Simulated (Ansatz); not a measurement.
Born–Oppenheimer molecular dynamics of a periodic cell of 13 atoms, Ti4SeBr8 (surface TiBr2(001), adsorbate Se). It starts from a relaxed structure.

The calculation used DFT PBE, scalar-relativistic, plane waves, PAW in Ansatz. Settings: cutoff 420 eV, k mesh 2x2x1, fermi-dirac smearing 0.02 eV, no spin polarisation.

```json
{
 "ensemble": "NVE (velocity Verlet)",
 "time step": "4.5 fs",
 "steps asked": "90",
 "starting velocities drawn for": "1800 K",
 "atoms held": "1, 4, 7, 10",
 "seed": "132460"
}
```

Frames 4.5 fs apart, positions in Å, forces in eV/Å.

Velocities at 315.0 fs (Å/ps):

```
Ti 0.00 0.00 0.00
Br 4.38 1.44 0.44
Br 1.01 -4.99 1.76
Ti 0.00 0.00 0.00
Br -2.08 3.20 2.56
Br -2.17 -5.67 -3.44
Ti 0.00 0.00 0.00
Br -0.60 6.94 4.31
Br -1.02 -5.46 1.07
Ti 0.00 0.00 0.00
Br 0.28 -1.40 1.88
Br -0.81 -3.47 -1.30
Se -0.27 -0.94 -6.48
```

```xyz
13
Lattice="7.2580 0.0000 0.0000 -3.6290 6.2856 0.0000 0.0000 0.0000 17.8690" Properties=species:S:1:pos:R:3:forces:R:3 time_fs=315.0 energy_less_start_eV=0.930 T=1003
Ti 0.000 0.000 1.000 0.14 -0.85 -0.16
Br -0.160 1.769 2.644 0.42 1.34 0.12
Br 1.921 -1.381 6.531 -0.38 0.10 -0.13
Ti -1.815 3.143 1.000 -0.12 -0.04 0.73
Br -1.891 5.150 2.797 0.06 -0.03 -0.97
Br 0.439 1.813 6.471 -0.31 0.11 0.42
Ti 3.629 0.000 1.000 -0.99 0.29 -0.34
Br 3.740 1.933 2.698 -0.56 0.49 -0.55
Br 4.603 0.027 7.801 -0.07 -0.28 0.12
Ti 1.815 3.143 1.000 0.02 -0.68 0.21
Br 1.618 5.192 2.398 1.02 -0.55 0.90
Br 3.082 3.980 5.814 0.53 0.05 0.14
Se -1.457 2.019 7.913 0.23 0.04 -0.48
13
Lattice="7.2580 0.0000 0.0000 -3.6290 6.2856 0.0000 0.0000 0.0000 17.8690" Properties=species:S:1:pos:R:3:forces:R:3 time_fs=319.5 energy_less_start_eV=0.899 T=1030
Ti 0.000 0.000 1.000 0.13 -0.82 -0.10
Br -0.139 1.778 2.646 0.35 1.31 0.06
Br 1.925 -1.403 6.538 -0.37 0.11 -0.11
Ti -1.815 3.143 1.000 -0.11 -0.02 0.79
Br -1.901 5.164 2.808 0.10 -0.06 -1.03
Br 0.428 1.788 6.456 -0.25 0.09 0.37
Ti 3.629 0.000 1.000 -0.93 0.34 -0.18
Br 3.737 1.965 2.717 -0.52 0.34 -0.68
Br 4.599 0.002 7.806 0.01 -0.15 0.14
Ti 1.815 3.143 1.000 0.03 -0.68 0.22
Br 1.621 5.185 2.408 0.95 -0.43 0.84
Br 3.079 3.965 5.808 0.53 0.06 0.14
Se -1.458 2.014 7.883 0.07 -0.08 -0.45
13
Lattice="7.2580 0.0000 0.0000 -3.6290 6.2856 0.0000 0.0000 0.0000 17.8690" Properties=species:S:1:pos:R:3:forces:R:3 time_fs=324.0 energy_less_start_eV=0.867 T=1057
Ti 0.000 0.000 1.000 0.12 -0.78 -0.04
Br -0.118 1.789 2.648 0.28 1.27 -0.01
Br 1.928 -1.425 6.546 -0.35 0.12 -0.10
Ti -1.815 3.143 1.000 -0.11 -0.01 0.83
Br -1.910 5.178 2.816 0.15 -0.08 -1.07
Br 0.418 1.763 6.442 -0.16 0.07 0.31
Ti 3.629 0.000 1.000 -0.86 0.36 -0.04
Br 3.732 1.997 2.734 -0.47 0.20 -0.79
Br 4.594 -0.023 7.811 0.08 -0.04 0.15
Ti 1.815 3.143 1.000 0.03 -0.68 0.23
Br 1.625 5.177 2.419 0.86 -0.31 0.77
Br 3.077 3.949 5.803 0.52 0.06 0.14
Se -1.458 2.010 7.853 -0.10 -0.18 -0.40
13
Lattice="7.2580 0.0000 0.0000 -3.6290 6.2856 0.0000 0.0000 0.0000 17.8690" Properties=species:S:1:pos:R:3:forces:R:3 time_fs=328.5 energy_less_start_eV=0.837 T=1082
Ti 0.000 0.000 1.000 0.11 -0.72 0.04
Br -0.096 1.803 2.650 0.21 1.20 -0.09
Br 1.930 -1.447 6.553 -0.33 0.12 -0.08
Ti -1.815 3.143 1.000 -0.11 0.00 0.87
Br -1.919 5.192 2.821 0.19 -0.09 -1.09
Br 0.407 1.738 6.429 -0.06 0.04 0.23
Ti 3.629 0.000 1.000 -0.78 0.36 0.10
Br 3.726 2.030 2.749 -0.42 0.07 -0.88
Br 4.589 -0.049 7.817 0.14 0.06 0.16
Ti 1.815 3.143 1.000 0.04 -0.68 0.25
Br 1.632 5.168 2.433 0.76 -0.17 0.69
Br 3.076 3.934 5.798 0.50 0.07 0.14
Se -1.459 2.005 7.821 -0.27 -0.26 -0.34
13
Lattice="7.2580 0.0000 0.0000 -3.6290 6.2856 0.0000 0.0000 0.0000 17.8690" Properties=species:S:1:pos:R:3:forces:R:3 time_fs=333.0 energy_less_start_eV=0.810 T=1106
Ti 0.000 0.000 1.000 0.10 -0.66 0.11
Br -0.074 1.821 2.652 0.14 1.13 -0.17
Br 1.932 -1.469 6.560 -0.30 0.12 -0.06
Ti -1.815 3.143 1.000 -0.10 0.00 0.90
Br -1.927 5.206 2.823 0.24 -0.11 -1.11
Br 0.395 1.713 6.416 0.06 0.01 0.14
Ti 3.629 0.000 1.000 -0.69 0.34 0.23
Br 3.719 2.064 2.762 -0.37 -0.05 -0.95
Br 4.585 -0.074 7.823 0.19 0.14 0.17
Ti 1.815 3.143 1.000 0.04 -0.67 0.26
Br 1.641 5.159 2.448 0.66 -0.03 0.60
Br 3.077 3.919 5.793 0.49 0.08 0.14
Se -1.461 2.000 7.788 -0.45 -0.31 -0.25
13
Lattice="7.2580 0.0000 0.0000 -3.6290 6.2856 0.0000 0.0000 0.0000 17.8690" Properties=species:S:1:pos:R:3:forces:R:3 time_fs=337.5 energy_less_start_eV=0.786 T=1127
Ti 0.000 0.000 1.000 0.08 -0.59 0.18
Br -0.051 1.841 2.654 0.07 1.04 -0.24
Br 1.933 -1.490 6.567 -0.28 0.12 -0.05
Ti -1.815 3.143 1.000 -0.10 0.01 0.92
Br -1.934 5.220 2.823 0.30 -0.12 -1.11
Br 0.384 1.688 6.404 0.20 -0.02 0.04
Ti 3.629 0.000 1.000 -0.61 0.31 0.35
Br 3.712 2.097 2.773 -0.32 -0.16 -1.02
Br 4.582 -0.099 7.829 0.23 0.21 0.17
Ti 1.815 3.143 1.000 0.05 -0.65 0.27
Br 1.652 5.149 2.465 0.54 0.10 0.50
Br 3.079 3.904 5.789 0.47 0.09 0.15
Se -1.464 1.994 7.755 -0.63 -0.34 -0.16
13
Lattice="7.2580 0.0000 0.0000 -3.6290 6.2856 0.0000 0.0000 0.0000 17.8690" Properties=species:S:1:pos:R:3:forces:R:3 time_fs=342.0 energy_less_start_eV=0.765 T=1144
Ti 0.000 0.000 1.000 0.06 -0.52 0.24
Br -0.029 1.863 2.655 -0.01 0.94 -0.32
Br 1.933 -1.511 6.574 -0.25 0.12 -0.03
Ti -1.815 3.143 1.000 -0.09 0.02 0.94
Br -1.941 5.233 2.820 0.35 -0.12 -1.11
Br 0.374 1.663 6.391 0.33 -0.06 -0.05
Ti 3.629 0.000 1.000 -0.52 0.28 0.46
Br 3.703 2.130 2.781 -0.26 -0.26 -1.06
Br 4.579 -0.123 7.836 0.26 0.25 0.17
Ti 1.815 3.143 1.000 0.05 -0.62 0.29
Br 1.663 5.140 2.483 0.43 0.23 0.39
Br 3.082 3.889 5.785 0.46 0.10 0.15
Se -1.468 1.987 7.721 -0.80 -0.35 -0.06
13
Lattice="7.2580 0.0000 0.0000 -3.6290 6.2856 0.0000 0.0000 0.0000 17.8690" Properties=species:S:1:pos:R:3:forces:R:3 time_fs=346.5 energy_less_start_eV=0.747 T=1160
Ti 0.000 0.000 1.000 0.04 -0.44 0.30
Br -0.006 1.888 2.655 -0.08 0.84 -0.38
Br 1.932 -1.531 6.580 -0.23 0.11 -0.02
Ti -1.815 3.143 1.000 -0.08 0.02 0.94
Br -1.947 5.246 2.815 0.40 -0.13 -1.09
Br 0.364 1.639 6.379 0.46 -0.10 -0.14
Ti 3.629 0.000 1.000 -0.44 0.24 0.55
Br 3.694 2.162 2.787 -0.20 -0.36 -1.10
Br 4.576 -0.147 7.844 0.28 0.29 0.17
Ti 1.815 3.143 1.000 0.06 -0.59 0.30
Br 1.676 5.132 2.501 0.32 0.34 0.28
Br 3.087 3.875 5.781 0.44 0.11 0.16
Se -1.474 1.979 7.687 -0.96 -0.35 0.02
13
Lattice="7.2580 0.0000 0.0000 -3.6290 6.2856 0.0000 0.0000 0.0000 17.8690" Properties=species:S:1:pos:R:3:forces:R:3 time_fs=351.0 energy_less_start_eV=0.729 T=1175
Ti 0.000 0.000 1.000 0.02 -0.36 0.35
Br 0.017 1.915 2.655 -0.16 0.72 -0.43
Br 1.931 -1.552 6.587 -0.20 0.10 0.00
Ti -1.815 3.143 1.000 -0.07 0.03 0.94
Br -1.952 5.259 2.807 0.45 -0.13 -1.06
Br 0.355 1.613 6.366 0.56 -0.13 -0.21
Ti 3.629 0.000 1.000 -0.37 0.20 0.63
Br 3.684 2.193 2.789 -0.14 -0.45 -1.12
Br 4.574 -0.170 7.851 0.29 0.31 0.16
Ti 1.815 3.143 1.000 0.07 -0.54 0.31
Br 1.690 5.124 2.521 0.22 0.45 0.17
Br 3.092 3.860 5.778 0.42 0.12 0.17
Se -1.483 1.970 7.653 -1.07 -0.34 0.10
13
Lattice="7.2580 0.0000 0.0000 -3.6290 6.2856 0.0000 0.0000 0.0000 17.8690" Properties=species:S:1:pos:R:3:forces:R:3 time_fs=355.5 energy_less_start_eV=0.712 T=1190
Ti 0.000 0.000 1.000 -0.01 -0.28 0.39
Br 0.039 1.944 2.653 -0.24 0.60 -0.47
Br 1.929 -1.572 6.594 -0.18 0.10 0.01
Ti -1.815 3.143 1.000 -0.06 0.04 0.93
Br -1.956 5.271 2.796 0.50 -0.14 -1.02
Br 0.348 1.588 6.353 0.63 -0.15 -0.25
Ti 3.629 0.000 1.000 -0.30 0.17 0.69
Br 3.674 2.223 2.789 -0.08 -0.54 -1.13
Br 4.573 -0.192 7.859 0.29 0.32 0.16
Ti 1.815 3.143 1.000 0.08 -0.48 0.31
Br 1.704 5.118 2.541 0.12 0.55 0.07
Br 3.098 3.846 5.775 0.40 0.14 0.18
Se -1.494 1.960 7.620 -1.15 -0.33 0.14
13
Lattice="7.2580 0.0000 0.0000 -3.6290 6.2856 0.0000 0.0000 0.0000 17.8690" Properties=species:S:1:pos:R:3:forces:R:3 time_fs=360.0 energy_less_start_eV=0.693 T=1206
Ti 0.000 0.000 1.000 -0.04 -0.20 0.41
Br 0.060 1.974 2.650 -0.33 0.48 -0.49
Br 1.927 -1.591 6.601 -0.15 0.09 0.02
Ti -1.815 3.143 1.000 -0.05 0.05 0.91
Br -1.959 5.283 2.782 0.55 -0.14 -0.97
Br 0.342 1.562 6.339 0.66 -0.16 -0.26
Ti 3.629 0.000 1.000 -0.24 0.14 0.74
Br 3.664 2.252 2.787 -0.02 -0.62 -1.12
Br 4.573 -0.213 7.868 0.28 0.33 0.15
Ti 1.815 3.143 1.000 0.10 -0.42 0.30
Br 1.718 5.112 2.561 0.03 0.63 -0.04
Br 3.106 3.833 5.773 0.38 0.15 0.19
Se -1.509 1.950 7.586 -1.17 -0.32 0.16
13
Lattice="7.2580 0.0000 0.0000 -3.6290 6.2856 0.0000 0.0000 0.0000 17.8690" Properties=species:S:1:pos:R:3:forces:R:3 time_fs=364.5 energy_less_start_eV=0.673 T=1223
Ti 0.000 0.000 1.000 -0.07 -0.12 0.42
Br 0.081 2.006 2.646 -0.42 0.35 -0.49
Br 1.925 -1.611 6.607 -0.13 0.08 0.02
Ti -1.815 3.143 1.000 -0.04 0.06 0.88
Br -1.960 5.295 2.767 0.59 -0.14 -0.90
Br 0.338 1.535 6.324 0.63 -0.16 -0.24
Ti 3.629 0.000 1.000 -0.19 0.12 0.77
Br 3.654 2.280 2.782 0.05 -0.71 -1.10
Br 4.573 -0.234 7.877 0.27 0.33 0.14
Ti 1.815 3.143 1.000 0.12 -0.34 0.28
Br 1.733 5.109 2.581 -0.05 0.71 -0.14
Br 3.114 3.820 5.771 0.35 0.16 0.20
Se -1.526 1.939 7.553 -1.13 -0.33 0.15
```

Of the whole run (405 fs, mean temperature of the second half 1164 K): The conserved energy stayed within 0.3 meV per atom of its start (net change 0.18 meV per atom), so the integration is sound. A run of 0.41 ps of so small a system gives no equilibrium averages. Limits of this set-up: coarse k mesh, thin slab, slab without dipole correction.

Time of the run: 8.4 min on 2 threads of Intel(R) Xeon(R) 6975P-C (Granite Rapids), on a shared host, peak memory 1.4 GiB.
